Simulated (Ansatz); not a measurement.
# C₂H₅BClF: one species, many methods

The task here is to estimate one member of a computed series from the others.

Program: Ansatz 0.2.0, Gaussian basis. Level of theory: functionals in def2-TZVPP, the program's frozen cores in correlated methods. These are calculated values, not measurements.

The runs, in order: LDA (SPW92), PBE-D4, revPBE-D4, BLYP-D4, r2SCAN-D4, B97M-V, PBE0-D4, B3LYP-D4, r2SCANh-D4, r2SCAN0-D4, HSE06-D4, BHLYP-D4, CAM-B3LYP-D4, LC-ωPBE, ωB97X-V, ωB97M-V, B2PLYP, PBE-QIDH; CCSD(T)/def2-SVP; CCSD(T)/def2-TZVPP; MP2/def2-QZVPP; extrapolation to the limit; RPA on PBE.

### Structure used throughout

The geometry comes from an earlier relaxation with PBE0-D4 in a triple-zeta def2 set; it is a stationary point, not always the lowest conformer.

SMILES `BC(F)CCl`, 10 atoms, charge 0, spin multiplicity 1.

Atoms are counted from 1 here; the program's logs count them from 0.

Bond lengths: B1–C2 1.558 Å, B1–H6 1.192 Å, B1–H7 1.195 Å, C2–F3 1.386 Å, C2–C4 1.509 Å, C2–H8 1.109 Å, C4–Cl5 1.782 Å, C4–H9 1.090 Å, C4–H10 1.089 Å. Angles: C2–B1–H6 120.8°, C2–B1–H7 118.2°, H6–B1–H7 120.9°, B1–C2–F3 113.9°, B1–C2–C4 115.3°, B1–C2–H8 102.6°, F3–C2–C4 109.7°, F3–C2–H8 107.0°, C4–C2–H8 107.5°, C2–C4–Cl5 112.6°, C2–C4–H9 110.7°, C2–C4–H10 110.0°, Cl5–C4–H9 106.7°, Cl5–C4–H10 107.3°, H9–C4–H10 109.4°.

The first run:

Input file in.yaml:

```yaml
crystal:
  periodic: [false, false, false]
  atoms:
    - {symbol: B, position_ang: [-1.309181, -0.711714, -0.281207]}
    - {symbol: C, position_ang: [0.178928, -0.496831, 0.126495]}
    - {symbol: F, position_ang: [0.520299, -1.080339, 1.335992]}
    - {symbol: C, position_ang: [0.655255, 0.934913, 0.099963]}
    - {symbol: Cl, position_ang: [2.428724, 1.067755, 0.206340]}
    - {symbol: H, position_ang: [-2.010288, -1.450801, 0.336944]}
    - {symbol: H, position_ang: [-1.707393, -0.172271, -1.270553]}
    - {symbol: H, position_ang: [0.728458, -1.046223, -0.665087]}
    - {symbol: H, position_ang: [0.248493, 1.491759, 0.943735]}
    - {symbol: H, position_ang: [0.349805, 1.412750, -0.829720]}
basis:
  gaussian: {orbitals: def2-TZVPP}
hamiltonian: {xc: lda}
output: {orbitals: {seedname: orbitals}}
```

Among the steps run: LDA; PBE-D4 (GGA); revPBE-D4 (GGA); BLYP-D4 (GGA); r2SCAN-D4 (meta-GGA); B97M-V (meta-GGA); PBE0-D4 (hybrid); B3LYP-D4 (hybrid); r2SCANh-D4 (hybrid); r2SCAN0-D4 (hybrid); HSE06-D4 (hybrid); BHLYP-D4 (hybrid); CAM-B3LYP-D4 (range-separated); LC-ωPBE (range-separated); ωB97X-V (range-separated); ωB97M-V (range-separated); B2PLYP (double hybrid); PBE-QIDH (double hybrid).

One table of the session follows, with a row left open; its other results are not shown here.

It belongs to the step «Frontier levels by functional». 

| functional | HOMO (eV) | LUMO (eV) | gap (eV) |
| --- | --- | --- | --- |
| LDA (SPW92) | -7.25 | -3.47 | 3.78 |
| PBE-D4 | -7.10 | -3.16 | 3.94 |
| revPBE-D4 | -7.04 | -3.03 | 4.01 |
| BLYP-D4 | -6.96 | -3.02 | 3.94 |
| r2SCAN-D4 | -7.41 | -2.77 | 4.64 |
| B97M-V | ? | ? | ? |
| PBE0-D4 | -8.53 | -2.14 | 6.39 |
| B3LYP-D4 | -8.27 | -2.38 | 5.89 |
| r2SCANh-D4 | -7.94 | -2.42 | 5.52 |
| r2SCAN0-D4 | -8.74 | -1.91 | 6.83 |
| HSE06-D4 | -8.12 | -2.52 | 5.60 |
| BHLYP-D4 | -9.84 | -1.12 | 8.72 |
| CAM-B3LYP-D4 | -9.95 | -1.06 | 8.89 |
| LC-ωPBE | -11.37 | 0.21 | 11.58 |
| ωB97X-V | -10.99 | 0.08 | 11.07 |
| ωB97M-V | -10.84 | -0.20 | 10.64 |

Estimate the missing values for B97M-V.

The run gave: HOMO (eV): -7.56; LUMO (eV): -2.89; gap (eV): 4.67. In the column «HOMO (eV)» it lies between r2SCANh-D4 (-7.94) and r2SCAN-D4 (-7.41).
